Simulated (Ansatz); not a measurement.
# K+ with AlCl₃: superposition error and deformation, part 2 of 2

Ansatz 0.2.0, Gaussian basis. Earlier steps stand in the parts before.

**11. B3LYP-D4/def2-TZVPPD**

Contents of free-b/in.yaml:

```yaml
crystal:
  periodic: [false, false, false]
  atoms:
    - {symbol: Cl, position_ang: [0.798248, 1.569310, 0.422677]}
    - {symbol: Al, position_ang: [-0.114058, -0.264061, 0.716299]}
    - {symbol: Cl, position_ang: [-0.416237, -0.973519, 2.636005]}
    - {symbol: Cl, position_ang: [-0.724173, -1.387945, -0.909865]}
basis:
  gaussian: {orbitals: "def2-TZVPPD.json"}
hamiltonian: {xc: {name: B3LYP}, dispersion: d4}
```

On the command line:

```bash
$ ansatz run in.yaml --threads 4 --pin off --events-out ev --progress --plain --max-ram 9574MiB
```

Log:

```text
Functional definition: B3LYP
  name "B3LYP"
  cite "Stephens, Devlin, Chabalowski & Frisch, J. Phys. Chem. 98, 11623 (1994) doi:10.1021/j100096a001"
  cite "Becke, Phys. Rev. A 38, 3098 (1988) doi:10.1103/PhysRevA.38.3098"
  cite "Lee, Yang & Parr, Phys. Rev. B 37, 785 (1988) doi:10.1103/PhysRevB.37.785"
  cite "Vosko, Wilk & Nusair, Can. J. Phys. 58, 1200 (1980) doi:10.1139/p80-159"
  parameter a0 = 0.2
  parameter ax = 0.72
  parameter ac = 0.81
  exchange = (1 - a0 - ax)*slater_x + ax*b88_x + a0*exact_x
  correlation = (1 - ac)*vwn_rpa_c + ac*lyp_c
1310 factors; their error is unknown
mean field evaluation 1: about -44172.5184 eV, gradient 2.3e1 eV
mean field evaluation 2: about -44172.4012 eV, gradient 2.7e1 eV
mean field evaluation 4: about -44173.7730 eV, gradient 9.7e-1 eV
mean field evaluation 8: about -44173.8726 eV, gradient 6.2e-3 eV
mean field -44173.87259759 eV, -1623.3598758353 hartree, gradient 1.9e-5 eV, S^2 0.000000; 0 other end points of the search recorded, 0 dependent functions left out
reference -44173.87288878 eV, -1623.3598865363 hartree; 32, 32 occupied and 169, 169 virtual orbitals, 1310 factors
Total energy: -44174.10458936 eV, -1623.3684013756 hartree
```

Run time: 2.4 s. Hardware: 4 threads of Arm Neoverse V2, shared host.

**12. wB97X-V/def2-TZVPPD**

Edit free-b/in.yaml of step 11 so:

```diff
@@ -9,2 +9,2 @@
   gaussian: {orbitals: "def2-TZVPPD.json"}
-hamiltonian: {xc: {name: B3LYP}, dispersion: d4}
+hamiltonian: {xc: {name: wB97X-V}}
```

On the command line:

```bash
$ ansatz run in.yaml --threads 4 --pin off --events-out ev --progress --plain --max-ram 9574MiB
```

Log (excerpt; [...] marks lines left out):

```text
[... 5 set-up lines as earlier in the session ...]
[...]
      + integral(e_c_pw_opposite_spin*poly(b97_u_opposite, cos0, cos1)) + vv10(b, c)
1289 factors; their error is unknown
249 factors; integrals over basis functions are off by at most 7.3e-5 eV
[...]
mean field -44165.49274901 eV, -1623.0519220798 hartree, gradient 2.2e-5 eV, S^2 0.000000; 0 other end points of the search recorded, 0 dependent functions left out
reference -44165.49274571 eV, -1623.0519219588 hartree; 32, 32 occupied and 169, 169 virtual orbitals, 1289 factors
Total energy: -44165.49274571 eV, -1623.0519219588 hartree
```

Run time: 5.5 s. Hardware: 4 threads of Arm Neoverse V2, shared host; peak memory 0.55 GiB.

**13. wB97M-V/def2-TZVPPD**

Edit free-b/in.yaml of step 12 so:

```diff
@@ -9,2 +9,2 @@
   gaussian: {orbitals: "def2-TZVPPD.json"}
-hamiltonian: {xc: {name: wB97X-V}}
+hamiltonian: {xc: {name: wB97M-V}}
```

On the command line:

```bash
$ ansatz run in.yaml --threads 4 --pin off --events-out ev --progress --plain --max-ram 9574MiB
```

Log (excerpt; [...] marks lines left out):

```text
[... 5 set-up lines as earlier in the session ...]
  # Of w^i u^j: cxij and so on, Table III.
[...]
  gx(w, u) = 1 - cx + cx01*u + cx10*w
  gss(w, u) = css00 + css04*u^4 + css10*w + css20*w^2 + css43*w^4*u^3
  gos(w, u) = cos00 + cos10*w + (cos20 + cos21*u)*w^2 + (cos60 + cos61*u)*w^6
[...]
      + integral(e_c_pw_mod_opposite_spin*gos(b97_w_opposite, b97_u_opposite)) + vv10(b, c)
1282 factors; their error is unknown
249 factors; integrals over basis functions are off by at most 7.3e-5 eV
[...]
mean field -44170.11020485 eV, -1623.2216104524 hartree, gradient 4.1e-5 eV, S^2 0.000000; 0 other end points of the search recorded, 0 dependent functions left out
reference -44170.11028915 eV, -1623.2216135501 hartree; 32, 32 occupied and 169, 169 virtual orbitals, 1282 factors
Total energy: -44170.11028915 eV, -1623.2216135501 hartree
```

It took 6.5 s on 4 threads of Arm Neoverse V2, shared host; peak memory 0.56 GiB.

**14. B2PLYP/def2-TZVPPD**

Edit free-b/in.yaml of step 13 so:

```diff
@@ -9,2 +9,2 @@
   gaussian: {orbitals: "def2-TZVPPD.json"}
-hamiltonian: {xc: {name: wB97M-V}}
+hamiltonian: {xc: {name: B2PLYP}}
```

On the command line:

```bash
$ ansatz run in.yaml --threads 4 --pin off --events-out ev --progress --plain --max-ram 9574MiB
```

Log (excerpt; [...] marks lines left out):

```text
[... 5 set-up lines as earlier in the session ...]
[...]
1171 factors; integrals over basis functions are off by at most 1.3e-3 eV
[...]
mean field -44152.91778405 eV, -1622.5898006414 hartree, gradient 9.4e-7 eV, S^2 0.000000; 0 other end points of the search recorded, 0 dependent functions left out
20 core orbitals not correlated: weight in the atoms' cores, before any rotation towards them, 1.000 or more for the frozen orbitals, at most 0.000 for the correlated occupied ones
reference -44152.91796799 eV, -1622.5898074010 hartree; 12, 12 occupied and 169, 169 virtual orbitals, 1171 factors
second order -20.91411236 eV of doubles, -0.00000000 eV of singles
Total energy: -44158.56477833 eV, -1622.7973238534 hartree
```

It took 3.7 s on 4 threads of Arm Neoverse V2, shared host.

**15. BLYP-D4/def2-TZVPPD**

Edit free-b/in.yaml of step 14 so:

```diff
@@ -9,2 +9,2 @@
   gaussian: {orbitals: "def2-TZVPPD.json"}
-hamiltonian: {xc: {name: B2PLYP}}
+hamiltonian: {xc: {name: BLYP}, dispersion: d4}
```

On the command line:

```bash
$ ansatz run in.yaml --threads 4 --pin off --events-out ev --progress --plain --max-ram 9574MiB
```

Log (excerpt; [...] marks lines left out):

```text
Functional definition: BLYP
  name "BLYP"
[... 2 set-up lines as earlier in the session ...]
  parameter beta = 0.0042
  parameter a = 0.04918
  parameter b = 0.132
  parameter c = 0.2533
  parameter d = 0.349
  exchange = b88_x(beta = beta)
  correlation = lyp_c(a = a, b = b, c = c, d = d)
1273 factors; their error is unknown
mean field evaluation 1: about -44170.2251 eV, gradient 2.8e1 eV
mean field evaluation 2: about -44169.0952 eV, gradient 3.8e1 eV
mean field evaluation 4: about -44171.9918 eV, gradient 1.7e0 eV
mean field evaluation 8: about -44171.9990 eV, gradient 2.2e-2 eV
mean field -44171.98173401 eV, -1623.2903878803 hartree, gradient 5.8e-5 eV, S^2 0.000000; 0 other end points of the search recorded, 0 dependent functions left out
reference -44171.98210855 eV, -1623.2904016446 hartree; 32, 32 occupied and 169, 169 virtual orbitals, 1273 factors
Total energy: -44172.27582065 eV, -1623.3011953650 hartree
```

Wall time 1.8 s (4 threads of Arm Neoverse V2, shared host).

**16. revPBE-D4/def2-TZVPPD**

Edit free-b/in.yaml of step 15 so:

```diff
@@ -9,2 +9,2 @@
   gaussian: {orbitals: "def2-TZVPPD.json"}
-hamiltonian: {xc: {name: BLYP}, dispersion: d4}
+hamiltonian: {xc: {name: revPBE}, dispersion: d4}
```

On the command line:

```bash
$ ansatz run in.yaml --threads 4 --pin off --events-out ev --progress --plain --max-ram 9574MiB
```

Log (excerpt; [...] marks lines left out):

```text
Functional definition: revPBE
  name "revPBE"
  cite "Zhang & Yang, Phys. Rev. Lett. 80, 890 (1998) doi:10.1103/PhysRevLett.80.890"
[... 1 set-up line as earlier in the session ...]
  parameter kappa = 1.245
[... 3 set-up lines as earlier in the session ...]
1273 factors; their error is unknown
mean field evaluation 1: about -44162.1836 eV, gradient 2.5e1 eV
mean field evaluation 2: about -44161.7153 eV, gradient 3.1e1 eV
mean field evaluation 4: about -44163.6536 eV, gradient 1.8e0 eV
mean field evaluation 8: about -44163.6636 eV, gradient 1.4e-2 eV
mean field evaluation 16: about -44163.6463 eV, gradient 2.2e-5 eV
mean field -44163.64628896 eV, -1622.9840659247 hartree, gradient 2.2e-5 eV, S^2 0.000000; 0 other end points of the search recorded, 0 dependent functions left out
reference -44163.64637389 eV, -1622.9840690459 hartree; 32, 32 occupied and 169, 169 virtual orbitals, 1273 factors
Total energy: -44163.95982556 eV, -1622.9955881820 hartree
```

It took 1.6 s on 4 threads of Arm Neoverse V2, shared host.

**17. B97M-V/def2-TZVPPD**

Edit free-b/in.yaml of step 16 so:

```diff
@@ -9,2 +9,2 @@
   gaussian: {orbitals: "def2-TZVPPD.json"}
-hamiltonian: {xc: {name: revPBE}, dispersion: d4}
+hamiltonian: {xc: {name: B97M-V}}
```

On the command line:

```bash
$ ansatz run in.yaml --threads 4 --pin off --events-out ev --progress --plain --max-ram 9574MiB
```

Log (excerpt; [...] marks lines left out):

```text
[... 5 set-up lines as earlier in the session ...]
  # Of w^i u^j: cxij and so on, Table III.
[...]
  gx(w, u) = cx00 + cx01*u + cx02*u^2 + (cx10 + cx11*u)*w
  gss(w, u) = css00 + css02*u^2 + css10*w + (css32*w^3 + css42*w^4)*u^2
  gos(w, u) = cos00 + cos01*u + cos03*u^3 + cos10*w + cos32*w^3*u^2
[...]
      + integral(e_c_pw_mod_opposite_spin*gos(b97_w_opposite, b97_u_opposite)) + vv10(b, c)
1273 factors; their error is unknown
[...]
mean field -44160.92891359 eV, -1622.8842042218 hartree, gradient 1.8e-5 eV, S^2 0.000000; 0 other end points of the search recorded, 0 dependent functions left out
reference -44160.92901390 eV, -1622.8842079082 hartree; 32, 32 occupied and 169, 169 virtual orbitals, 1273 factors
Total energy: -44160.92901390 eV, -1622.8842079082 hartree
```

It took 5.5 s on 4 threads of Arm Neoverse V2, shared host.

**18. HSE06-D4/def2-TZVPPD**

Edit free-b/in.yaml of step 17 so:

```diff
@@ -9,2 +9,2 @@
   gaussian: {orbitals: "def2-TZVPPD.json"}
-hamiltonian: {xc: {name: B97M-V}}
+hamiltonian: {xc: hse06, dispersion: d4}
```

On the command line:

```bash
$ ansatz run in.yaml --threads 4 --pin off --events-out ev --progress --plain --max-ram 9574MiB
```

Log (excerpt; [...] marks lines left out):

```text
Functional definition: HSE06
  name "HSE06"
  cite "Heyd, Scuseria & Ernzerhof, J. Chem. Phys. 118, 8207 (2003) doi:10.1063/1.1564060"
  cite "Krukau, Vydrov, Izmaylov & Scuseria, J. Chem. Phys. 125, 224106 (2006) doi:10.1063/1.2404663"
  cite "Heyd & Scuseria, J. Chem. Phys. 120, 7274 (2004) doi:10.1063/1.1668634"
  cite "Ernzerhof & Perdew, J. Chem. Phys. 109, 3313 (1998) doi:10.1063/1.476928"
[... 2 set-up lines as earlier in the session ...]
[...]
  # The whole range is PBE's own exchange, as in plane waves. The composition of these papers is wPBEh.
[...]
1313 factors; their error is unknown
94 factors; integrals over basis functions are off by at most 2.3e-5 eV
[...]
mean field -44155.93207428 eV, -1622.7005737642 hartree, gradient 1.3e-5 eV, S^2 0.000000; 0 other end points of the search recorded, 0 dependent functions left out
reference -44155.93214317 eV, -1622.7005762958 hartree; 32, 32 occupied and 169, 169 virtual orbitals, 1313 factors
Total energy: -44156.04824110 eV, -1622.7048428159 hartree
```

Run time: 2.4 s. Hardware: 4 threads of Arm Neoverse V2, shared host.

**19. CCSD(T)/def2-TZVPPD**

Edit free-b/in.yaml of step 18 so:

```diff
@@ -9,2 +9,2 @@
   gaussian: {orbitals: "def2-TZVPPD.json"}
-hamiltonian: {xc: hse06, dispersion: d4}
+correlation: {method: ccsd_t}
```

On the command line:

```bash
$ ansatz run in.yaml --threads 4 --pin off --events-out ev --progress --plain --max-ram 9574MiB
```

Log (excerpt; [...] marks lines left out):

```text
[... 4 set-up lines as earlier in the session ...]
[...]
1171 factors; integrals over basis functions are off by at most 1.3e-3 eV
[...]
mean field -44101.33698412 eV, -1620.6942412066 hartree, gradient 2.4e-6 eV, S^2 0.000000; 0 other end points of the search recorded, 0 dependent functions left out
20 core orbitals not correlated: weight in the atoms' cores, before any rotation towards them, 1.000 or more for the frozen orbitals, at most 0.000 for the correlated occupied ones
reference -44101.33698412 eV, -1620.6942412066 hartree; 12, 12 occupied and 169, 169 virtual orbitals, 1171 factors
second order -17.16914502 eV of doubles, -0.00000000 eV of singles
cycle   1  -18.08003005 eV  change   -9.1e-1 eV  update   7.2e-2
[...]
cycle   8  -18.46805613 eV  change   -1.8e-5 eV  update   1.7e-5
perturbative correction -0.80390236 eV, -0.0295428669 hartree
Total energy: -44120.60894261 eV, -1621.4024726180 hartree
```

Run time: 7 s. Hardware: 4 threads of Arm Neoverse V2, shared host; peak memory 1.2 GiB.

**20. The split**

| method | interaction with counterpoise (meV) | without | superposition error | deformation | binding energy |
| --- | --- | --- | --- | --- | --- |
| PBE-D4 | -544 | -554 | 11 | 56 | -487 |
| revPBE-D4 | -495 | -505 | 10 | 55 | -440 |
| BLYP-D4 | -527 | -539 | 12 | 55 | -472 |
| r2SCAN-D4 | -521 | -528 | 8 | 63 | -458 |
| B97M-V | -529 | -536 | 7 | 65 | -464 |
| PBE0-D4 | -534 | -542 | 8 | 62 | -472 |
| B3LYP-D4 | -537 | -546 | 10 | 61 | -476 |
| HSE06-D4 | -535 | -543 | 8 | 62 | -473 |
| wB97X-V | -532 | -541 | 8 | 64 | -468 |
| wB97M-V | -538 | -545 | 7 | 62 | -476 |
| B2PLYP | -488 | -506 | 17 | 62 | -427 |
| Hartree-Fock | -414 | -420 | 5 | 69 | -345 |
| MP2 | -496 | -535 | 39 | 62 | -434 |
| CCSD | -476 | -515 | 39 | 63 | -413 |
| CCSD(T) | -482 | -524 | 42 | 61 | -421 |

**21. Summary of results**

What follows sums up all 2 parts.

| quantity | value |
| --- | --- |
| interaction, CCSD(T) | -482 meV |
| superposition error | 42 meV |
| deformation | 61 meV |
| binding energy | -421 meV |

What this shows: In this basis the superposition error is 42 meV for CCSD(T) and 9 meV on average for the plain functionals: correlated methods borrow far more, since they need many more functions to converge. Deformation takes back 13 % of the interaction.
